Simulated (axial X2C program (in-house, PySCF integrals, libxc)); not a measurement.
# HZrF: bond lengths and stretches, held linear

An exercise on one series of results from a longer session: the logs are not shown, and one member is left open.

Method: all-electron X2C, two-component (2c) or spin-free, H dyall-v3z, Zr dyall-v3z, F dyall-av3z; program: an in-house X2C program for linear molecules on PySCF integrals.

All values are calculated.

2 further runs of the same task are left out: 2 set aside as unsound or not needed.

Set-up of the first run:

task.json reads:

```json
{"zs": [1, 40, 9], "q": 0, "bas": ["dyall-v3z", "dyall-v3z", "dyall-av3z"], "r0": [1.86, 2.18], "symm": 0, "scan": ["PBE0", "HF", "PBE"], "levels": ["PBE0", "HF", "r2SCAN"], "nst": 2}
```

Keys: zs atomic numbers; q charge; bas basis sets; r0 starting distance in Å; symm equal bonds; scan levels of the two-bond scan (MP2 follows by itself at each HF point); levels methods; nst determinants followed.

Launch:

```sh
python solin.py task.json out
```

Masses H 1.008, Zr 89.905, F 18.998 u.

Steps of the session up to this table: Scan at PBE0, 2c; Scan at HF, 2c; Scan at PBE, 2c.

One of the session's tables, all rows but one given; the rest of the session is left out.

| level | r(H–Zr) (Å) | r(Zr–F) (Å) | lower stretch (cm⁻¹) | upper stretch (cm⁻¹) |
| --- | --- | --- | --- | --- |
| PBE0, 2c | 1.956 | 1.939 | 601.3 | 1515.5 |
| HF, 2c | 1.978 | 1.961 | 597.7 | 1540.4 |
| PBE, 2c | 1.961 | 1.948 | 586.4 | 1484.8 |
| MP2, 2c | 1.946 | 1.945 | 602.3 | 1571.2 |
| PBE0, spin-free | 1.956 | 1.938 | 601.7 | 1517.0 |
| HF, spin-free | 1.977 | 1.960 | 598.3 | 1541.8 |
| PBE, spin-free | ? | ? | ? | ? |
| MP2, spin-free | 1.946 | 1.945 | 602.9 | 1572.8 |

Q: Estimate the row for PBE, spin-free from the others.

The run gave: r(H–Zr) (Å): 1.960; r(Zr–F) (Å): 1.948; lower stretch (cm⁻¹): 586.8; upper stretch (cm⁻¹): 1486.4. In the column «r(H–Zr) (Å)» it lies between PBE0, spin-free (1.956) and PBE, 2c (1.961).

Scans not shown above were run alike.

Caveats from the session: The molecule was held linear; bending was not examined, so a bent shape may lie lower. Note: functional without a current term on a determinant with orbital currents, of the molecule or an atom.
